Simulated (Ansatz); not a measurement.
# BeAl3 under changes of volume

One of the cells (14.530 Å³/atom); the others are scaled copies at fixed shape and fractional positions:

```
Al Be
1.0
    -1.94219    1.94219    3.85189
     1.94219   -1.94219    3.85189
     1.94219    1.94219   -3.85189
Al Be
3 1
Cartesian
  0.0000 0.0000 3.8519
  1.9422 0.0000 1.9259
  0.0000 1.9422 1.9259
  0.0000 0.0000 0.0000
```

The cell comes from a database or a generator and needn't be the stable form of this composition.

```yaml
Program: Ansatz 0.2.0
Functional: PBE
Potentials_or_basis: Ansatz PAW
Cutoff: "420 eV (not typed: the program's choice for these potentials)"
k_mesh: 10 × 10 × 10
Occupations: fermi-dirac, width 0.05 eV
Spin: no spin polarisation
```

| volume (Å³/atom) | energy over the lowest point (meV/atom) | pressure (GPa) |
| --- | --- | --- |
| 13.658 | ? | ? |
| 13.949 | 9.56 | 4.7 |
| 14.239 | 2.94 | 2.6 |
| 14.530 | 0.00 | 0.7 |
| 14.820 | 0.39 | -1.1 |
| 15.111 | 3.77 | -2.6 |
| 15.402 | 9.87 | -4.1 |

Question: What does the run at 13.658 Å³/atom give?

Answer: Energy over the lowest point 20.25 meV/atom; pressure 7.1 GPa.

Worked out: A Birch-Murnaghan fit of order 3 (a polynomial in V^(-2/3)) to the other rows has its minimum at 14.64 Å³/atom with B0 = V·E''(V) = 89 GPa and B' = 4.3 at fixed shape and positions, which overstates the stiffness. It gives 20.31 meV/atom at 13.658 Å³/atom, against the run's 20.25, and -dE/dV = 7.1 GPa, against 7.1.

Energies are extrapolated to zero smearing.
